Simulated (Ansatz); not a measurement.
# InH2+ (singlet): the correlation ladder at angle H2–In1–H3 = 180.0°, def2-TZVPP

How much of the correlation energy of InH2+ (singlet) does each wave-function method recover here?

Computed with Ansatz 0.2.0, Gaussian basis. Level: def2-TZVPP, core rule «outside noble gas», up to 9 orbitals frozen.

The runs, in order: UHF; CCSD(T) on RHF; BCCD(T) on RHF; CCSDT(Q) on RHF; CASSCF and NEVPT2, 2 electrons in 2 orbitals; CASSCF and MRCISD+Q, 4 electrons in 6 orbitals; CASSCF and NEVPT2, 4 electrons in 6 orbitals; Full CI.

18 further runs of the same task are left out: 6 for a known fault of the program, 9 that didn't finish, 3 set aside as unsound or not needed.

**1. What is computed**

The geometry derives from a PBE0/def2-TZVP stationary point (not a proven minimum). One angle is set to the value named; bond lengths are kept. No spin-orbit coupling is included. Elements past krypton take def2 core potentials.

3 atoms, charge 1, spin multiplicity 1.

Atoms are counted from 1 here; the program's logs count them from 0.

Bond lengths: In1–H2 1.665 Å, In1–H3 1.665 Å. Angles: H2–In1–H3 180.0°.

**2. UHF**

The input, in.yaml:

```yaml
crystal:
  periodic: [false, false, false]
  atoms:
    - {symbol: In, position_ang: [0.000000, 0.000000, 0.000000]}
    - {symbol: H, position_ang: [0.000000, 0.000000, -1.665400]}
    - {symbol: H, position_ang: [0.000000, 0.000000, 1.665400]}
basis:
  gaussian: {orbitals: def2-TZVPP}
total_charge: 1
magnetization: {spin_polarized: true, initial_magnetization: 0}
hamiltonian: {xc: hf}
output: {orbitals: {seedname: orbitals}}
```

Launch:

```console
ansatz run in.yaml --threads 1 --pin off --events-out ev --progress --plain --max-ram 2393MiB
```

After this run come: CCSD(T) on RHF; BCCD(T) on RHF; CCSDT(Q) on RHF; CASSCF and NEVPT2, 2 electrons in 2 orbitals; CASSCF and MRCISD+Q, 4 electrons in 6 orbitals; CASSCF and NEVPT2, 4 electrons in 6 orbitals; Full CI.

Q: Predict the results of all the runs planned. Wanted: FCI below the RHF energy; RMP2 from FCI; RCCSD from FCI; RCCSD(T) from FCI; RCCSDT(Q) from FCI; NEVPT2 pair from FCI; NEVPT2 valence from FCI; MRCISD+Q valence from FCI; T1 diagnostic.

The runs gave:

| quantity | value |
| --- | --- |
| FCI below the RHF energy | -1.9466 eV |
| RMP2 from FCI | +443.1 meV |
| RCCSD from FCI | +26.8 meV |
| RCCSD(T) from FCI | +6.9 meV |
| RCCSDT(Q) from FCI | +0.2 meV |
| NEVPT2 pair from FCI | +412.4 meV |
| NEVPT2 valence from FCI | +181.2 meV |
| MRCISD+Q valence from FCI | -25.5 meV |
| levels within 1 kcal/mol (43 meV) | RCCSD, RCCSD(T), BCCD(T), RCCSDT, RCCSDT(Q), MRCISD valence, MRCISD+Q valence |
| T1 diagnostic | 0.010 |
| effectively unpaired electrons | 0.03 |

RCCSD(T) misses by +6.9 meV, 0.4 % of the correlation energy. MRCISD valence, MRCISD+Q valence fall below full CI, which methods that aren't variational can do. One determinant dominates. Of the multireference levels listed MRCISD+Q valence comes nearest in total energy (-25.5 meV), which doesn't show that its space is the better one. These misses are within one basis, not against nature.
